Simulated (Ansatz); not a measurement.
C2H4OSSi, SMILES O=C[SiH]1CS1, a rigid torsion scan

Program: the Ansatz DFT code, driven from Python.

The cells in order, each with its output:

**Cell 1**
```python
from dataclasses import dataclass

import ansatz
from ase import Atoms
```

**Cell 2**
```python
@dataclass
class RunConfig:
    basis: str = "def2-SVP"
    functional: str = "cam_b3lyp"
    fmax: float = 0.02
```

**Cell 3**
```python
settings = RunConfig()
```

**Cell 4**
```python
atoms = Atoms(["O", "C", "Si", "C", "S", "H", "H", "H", "H"], positions=[
    (-1.3672, 0.7371, 2.0413),
    (-0.8171, 1.1462, 1.0282),
    (0.496, 0.082, 0.3343),
    (0.2547, -1.1717, -0.9007),
    (0.4617, 0.1898, -1.865),
    (-1.0298, 2.1095, 0.5059),
    (1.9683, 0.3843, 0.7062),
    (0.9482, -1.9633, -0.9969),
    (-0.8262, -1.5602, -0.8704),
])
```

**Cell 5**
```python
first = (
    ansatz.Crystal.molecule_from_ase(atoms).calculation()
    .basis(gaussian=settings.basis)
    .functional(settings.functional)
    .relax(force_tolerance=settings.fmax, max_steps=80)
)
atoms.positions = first.run().report["positions_ang"]
```

**Cell 6**
```python
start = atoms.get_dihedral(3, 2, 1, 0)
energies = {}
for turn in range(0, 360, 30):
    turned = atoms.copy()
    turned.set_dihedral(3, 2, 1, 0, start + turn, indices=[0, 1, 5])
    model = (
        ansatz.Crystal.molecule_from_ase(turned).calculation()
        .basis(gaussian=settings.basis)
        .functional(settings.functional)
    )
    energies[round((start + turn) % 360)] = model.run().report["free_energy_ev"]
floor = min(energies.values())
print("dihedral C3-Si2-C1-O0 (deg)   E - E(min) (eV)")
for angle, e in sorted(energies.items()):
    print(f"{angle:8d} {(e - floor):14.3f}  " + "#" * int(30 * (e - floor) / max(max(energies.values()) - floor, 1e-9)))
```
Output:
```text
dihedral C3-Si2-C1-O0 (deg)   E - E(min) (eV)
      26          0.111  ###################
      56          0.130  ######################
      86          0.097  ################
     116          0.034  #####
     146          0.000
     176          0.035  ######
     206          0.114  ###################
     236          0.173  ##############################
     266          0.166  ############################
     296          0.122  #####################
     326          0.088  ###############
     356          0.082  ##############
```

The lowest point is at 146° and the highest at 236°, 0.173 eV (16.7 kJ/mol) above it, with the rest of the molecule held.

The scan is rigid and the energies are electronic, in a modest basis. With rigid groups the curve can differ much from the relaxed path, the start wasn't checked as a minimum of this torsion, and equivalent turns needn't return to the same energy. Wall time of the script: 2.6 min on 1 thread of Intel(R) Xeon(R) Platinum 8259CL CPU @ 2.50GHz (Skylake/Cascade Lake), on a shared host, peak memory 0.33 GiB.

(Lines on the test bed's own set-up are left out of the output.)
